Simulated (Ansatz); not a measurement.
# SnO: a single-point run

Wanted: a converged single-point run for SnO, and a check of what comes out. The structure is shown as the input types it. The cell is built on a prototype (CsCl type) and needn't be the phase found in nature.

Program: Ansatz 0.2.0. Level of theory: density functional or hybrid calculation with the settings of its input, plane waves (as first typed). These are calculated values, not measurements.

1 further run of the same task is left out (it didn't finish).

## (1) The system as given

It takes space group Pm-3m (No. 221, cubic). The conventional cell has a = 3.103 Å, b = 3.103 Å, c = 3.103 Å, α = 90.00°, β = 90.00°, γ = 90.00°. Around Sn (site symmetry m-3m) lie 8 O at 2.69 Å. O (site symmetry m-3m) is surrounded by 8 Sn at 2.69 Å.

As a file:

```xyz
2
Lattice="3.1034 0.0000 0.0000 0.0000 3.1034 0.0000 0.0000 0.0000 3.1034" Properties=species:S:1:pos:R:3 pbc="T T T"
Sn    0.0000    0.0000    0.0000
O     1.5517    1.5517    1.5517
```

## (2) The calculation

input.yaml reads:

```yaml
crystal:
  lattice:
    - [3.1034067823, 0.0, 0.0]
    - [0.0, 3.1034067823, 0.0]
    - [0.0, 0.0, 3.1034067823]
  atoms:
    - { symbol: Sn, position: [0.0, 0.0, 0.0] }
    - { symbol: O, position: [0.5, 0.5, 0.5] }
kpoints:
  mp_grid: { grid: [6, 6, 6] }
hamiltonian:
  xc: r2scan
scf:
  occupations: { method: fixed }
  n_extra_bands: 4
  max_iter: 94
output:
  forces: true
  stress: true
  eigenvalues: true
basis:
  ecutwfc: 80
```

Launch:

```bash
ansatz run input.yaml --threads 4 --pin off --max-ram 3686MiB --backend cpu --events-out ev --progress --plain --runs-dir out
```

Q: Will this input give a usable result? If not, why, and what should change?

This run ends as converged, with warnings (band overlap at count, cutoff below recommended, metallic iterate). It gives a pressure of -246 GPa, which is large.

In the input, basis.ecutwfc is 80. The basis cutoff is far too low: the plane waves can't represent the orbitals near the cores. The potentials' recommended cutoff is 500 eV.

The test: delete basis.ecutwfc (the default then holds).
